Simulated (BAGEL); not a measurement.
# RI-MP2/6-31G(d) (density fitting with qzvpp-jkfit, spherical functions) run of CH5AlNO− (SMILES O=C[NH][AlH3-])

What is the energy change on altering one bond length of CH5AlNO− at RI-MP2/6-31G* (density fitting with qzvpp-jkfit, spherical functions)? 

The calculation is run with BAGEL 1.2.2.

1 further run of the same task is left out (set aside as unsound or not needed). Runs told in other sessions of the task aren't counted.

## (1) The system as given

The species is CH5AlNO− (9 atoms), meant as a singlet with charge -1. As SMILES, `O=C[NH][AlH3-]`. Geometry: a GFN2-xTB relaxation, a rough one for these elements and not checked as a minimum. This is one conformer, not always the lowest.

Bond lengths: O1–C2 1.216 Å, C2–N3 1.326 Å, N3–Al4 1.901 Å, C2–H5 1.133 Å, N3–H6 1.018 Å, Al4–H7 1.609 Å, Al4–H8 1.586 Å, Al4–H9 1.618 Å. Some angles: O1–C2–N3 127.9°, C2–N3–Al4 146.7°, O1–C2–H5 118.3°, N3–C2–H5 113.8°, C2–N3–H6 112.4°, Al4–N3–H6 100.8°, N3–Al4–H7 103.6°, N3–Al4–H8 115.6°, N3–Al4–H9 99.3°, H7–Al4–H8 113.2°.

## (2) A single-point energy at RI-MP2/6-31G(d) (density fitting with qzvpp-jkfit, spherical functions)

job.json reads:

```json
{ "bagel": [

{
  "title": "molecule",
  "basis": "6-31gs.json",
  "df_basis": "qzvpp-jkfit",
  "angstrom": "true",
  "geometry": [
    { "atom": "O", "xyz": [    0.917980,    1.268080,   -1.884900 ] },
    { "atom": "C", "xyz": [    1.221340,    0.871040,   -0.776610 ] },
    { "atom": "N", "xyz": [    0.475870,    0.176220,    0.072130 ] },
    { "atom": "Al", "xyz": [   -1.191590,   -0.679910,    0.390200 ] },
    { "atom": "H", "xyz": [    2.258990,    1.106460,   -0.387080 ] },
    { "atom": "H", "xyz": [    0.964630,   -0.027740,    0.941430 ] },
    { "atom": "H", "xyz": [   -0.834970,   -2.245980,    0.298850 ] },
    { "atom": "H", "xyz": [   -2.375620,   -0.252210,   -0.574960 ] },
    { "atom": "H", "xyz": [   -1.436640,   -0.215970,    1.920940 ] }
  ]
},
{
  "title": "hf",
  "charge": -1
},
{
  "title": "mp2",
  "charge": -1,
  "ncore": 8
}

]}
```

The basis set 6-31G* is read from a file made from the Basis Set Exchange's data (not shown).

On the command line:

```bash
$ BAGEL_NUM_THREADS=1 BAGEL job.json > job.out
```

Log:

```text
* using 1 threads per process

  ===============================================================
  ===============================================================

  *** Geometry ***

  { "atom" : "O", "xyz" : [      1.734731,      2.396324,     -3.561945 ] },
  { "atom" : "C", "xyz" : [      2.307998,      1.646027,     -1.467580 ] },
  { "atom" : "N", "xyz" : [      0.899264,      0.333008,      0.136306 ] },
  { "atom" : "Al", "xyz" : [     -2.251779,     -1.284844,      0.737371 ] },
  { "atom" : "H", "xyz" : [      4.268872,      2.090906,     -0.731475 ] },
  { "atom" : "H", "xyz" : [      1.822887,     -0.052421,      1.779045 ] },
  { "atom" : "H", "xyz" : [     -1.577865,     -4.244287,      0.564745 ] },
  { "atom" : "H", "xyz" : [     -4.489271,     -0.476608,     -1.086517 ] },
  { "atom" : "H", "xyz" : [     -2.714856,     -0.408124,      3.630051 ] },

  Number of auxiliary basis functions:      447

  Since a DF basis is specified, we compute 2- and 3-index integrals:
    o Being stored without compression. Storage requirement is 0.018 GB

  Number of basis functions:       70
  Number of electrons      :       39

    * METHOD: MOLECULE                             0.19

  *** RHF ***

  === Nuclear Repulsion ===
   146.2737209290

      * DIIS with orbital gradients will be used.

  === RHF iteration (6-31gs.json) ===
      0       -411.77793012          0.02543810           0.04
      1       -411.94865661          0.01619552           0.04
      2       -412.03456507          0.00196436           0.04
      3       -412.03615710          0.00105340           0.04
      4       -412.03655000          0.00016459           0.04
      5       -412.03657675          0.00008929           0.04
      6       -412.03658368          0.00004144           0.04
      7       -412.03658624          0.00000802           0.04
      8       -412.03658630          0.00000209           0.04
      9       -412.03658630          0.00000102           0.04
     10       -412.03658630          0.00000020           0.04
     11       -412.03658630          0.00000008           0.04
     12       -412.03658630          0.00000002           0.04
     13       -412.03658630          0.00000001           0.04
    * SCF iteration converged.

    * Permanent dipole moment:
           (   -1.681476,    -0.499623,    -0.443236) a.u.

    * METHOD: HF                                   0.69

  *** RHF ***

  === Nuclear Repulsion ===
   146.2737209290

      * DIIS with orbital gradients will be used.

  === RHF iteration (6-31gs.json) ===
      0       -412.03658630          0.00000000           0.04
    * SCF iteration converged.

    * Permanent dipole moment:
           (   -1.681476,    -0.499623,    -0.443236) a.u.

  === DF-MP2 calculation ===

    * freezing 8 orbitals
    * 3-index integral transformation done
    * assembly done

      MP2 correlation energy:   -0.5226601547      0.02

      MP2 total energy:       -412.5592464543

    * METHOD: MP2                                  0.11

  ===============================================================
```

Wall time 1.1 s (1 thread of Arm Neoverse V1, shared host); peak memory 0.094 GiB.

## (3) The distorted shape

mp2.json reads:

```json
{ "bagel": [

{
  "title": "molecule",
  "basis": "6-31gs.json",
  "df_basis": "qzvpp-jkfit",
  "angstrom": true,
  "geometry": [
    { "atom": "O", "xyz": [       0.826981,       1.387180,      -2.217354 ] },
    { "atom": "C", "xyz": [       1.221340,       0.871040,      -0.776610 ] },
    { "atom": "N", "xyz": [       0.475870,       0.176220,       0.072130 ] },
    { "atom": "Al", "xyz": [      -1.191590,      -0.679910,       0.390200 ] },
    { "atom": "H", "xyz": [       2.258990,       1.106460,      -0.387080 ] },
    { "atom": "H", "xyz": [       0.964630,      -0.027740,       0.941430 ] },
    { "atom": "H", "xyz": [      -0.834970,      -2.245980,       0.298850 ] },
    { "atom": "H", "xyz": [      -2.375620,      -0.252210,      -0.574960 ] },
    { "atom": "H", "xyz": [      -1.436640,      -0.215970,       1.920940 ] }
  ]
},

{ "title": "hf", "charge": -1 },

{ "title": "mp2", "charge": -1, "ncore": 8 }

]}
```

The basis set 6-31G* is read from a file made from the Basis Set Exchange's data (not shown).

On the command line:

```bash
$ BAGEL_NUM_THREADS=1 BAGEL mp2.json > mp2.out
```

Log:

```text
* using 1 threads per process

  ===============================================================
  ===============================================================

  *** Geometry ***

  { "atom" : "O", "xyz" : [      1.562768,      2.621390,     -4.190192 ] },
  { "atom" : "C", "xyz" : [      2.307998,      1.646027,     -1.467580 ] },
  { "atom" : "N", "xyz" : [      0.899264,      0.333008,      0.136306 ] },
  { "atom" : "Al", "xyz" : [     -2.251779,     -1.284844,      0.737371 ] },
  { "atom" : "H", "xyz" : [      4.268872,      2.090906,     -0.731475 ] },
  { "atom" : "H", "xyz" : [      1.822887,     -0.052421,      1.779045 ] },
  { "atom" : "H", "xyz" : [     -1.577865,     -4.244287,      0.564745 ] },
  { "atom" : "H", "xyz" : [     -4.489271,     -0.476608,     -1.086517 ] },
  { "atom" : "H", "xyz" : [     -2.714856,     -0.408124,      3.630051 ] },

  Number of auxiliary basis functions:      447

  Since a DF basis is specified, we compute 2- and 3-index integrals:
    o Being stored without compression. Storage requirement is 0.018 GB

  Number of basis functions:       70
  Number of electrons      :       39

    * METHOD: MOLECULE                             0.19

  *** RHF ***

  === Nuclear Repulsion ===
   138.3847476968

      * DIIS with orbital gradients will be used.

  === RHF iteration (6-31gs.json) ===
      0       -411.57177184          0.02981461           0.04
      1       -411.63578166          0.02837465           0.04
      2       -411.92268211          0.00472382           0.04
      3       -411.93081559          0.00171788           0.04
      4       -411.93265828          0.00060136           0.04
      5       -411.93296810          0.00030424           0.04
      6       -411.93311568          0.00017101           0.04
      7       -411.93316741          0.00003122           0.04
      8       -411.93316899          0.00001601           0.04
      9       -411.93316924          0.00000770           0.04
     10       -411.93316931          0.00000205           0.04
     11       -411.93316931          0.00000078           0.04
     12       -411.93316931          0.00000032           0.04
     13       -411.93316931          0.00000010           0.04
     14       -411.93316931          0.00000005           0.04
     15       -411.93316931          0.00000001           0.04
     16       -411.93316931          0.00000001           0.04
    * SCF iteration converged.

    * Permanent dipole moment:
           (   -1.640766,    -0.098119,    -1.254319) a.u.

    * METHOD: HF                                   0.82

  *** RHF ***

  === Nuclear Repulsion ===
   138.3847476968

      * DIIS with orbital gradients will be used.

  === RHF iteration (6-31gs.json) ===
      0       -411.93316931          0.00000000           0.04
    * SCF iteration converged.

    * Permanent dipole moment:
           (   -1.640766,    -0.098119,    -1.254319) a.u.

  === DF-MP2 calculation ===

    * freezing 8 orbitals
    * 3-index integral transformation done
    * assembly done

      MP2 correlation energy:   -0.5425690865      0.03

      MP2 total energy:       -412.4757383965

    * METHOD: MP2                                  0.13

  ===============================================================
```

It took 1.3 s on 1 thread of Arm Neoverse V1, shared host; peak memory 0.094 GiB.

## (4) Results

At RI-MP2/6-31G* (density fitting with qzvpp-jkfit, spherical functions), 8 core orbitals frozen:

| quantity | value |
| --- | --- |
| first shape: total energy | -412.55925 Eh |
| first shape: correlation energy (8 core orbitals frozen) | -522.7 mEh |
| distorted shape: total energy | -412.47574 Eh |
| distorted shape: correlation energy (8 core orbitals frozen) | -542.6 mEh |
| energy change with the O1–C2 bond stretched from 1.216 to 1.580 Å | 2.272 eV |

What this shows: With the O1–C2 bond stretched from 1.216 to 1.580 Å the energy rises by 2.27 eV (219 kJ/mol). The first shape isn't relaxed at this level, so the change isn't measured from a minimum.
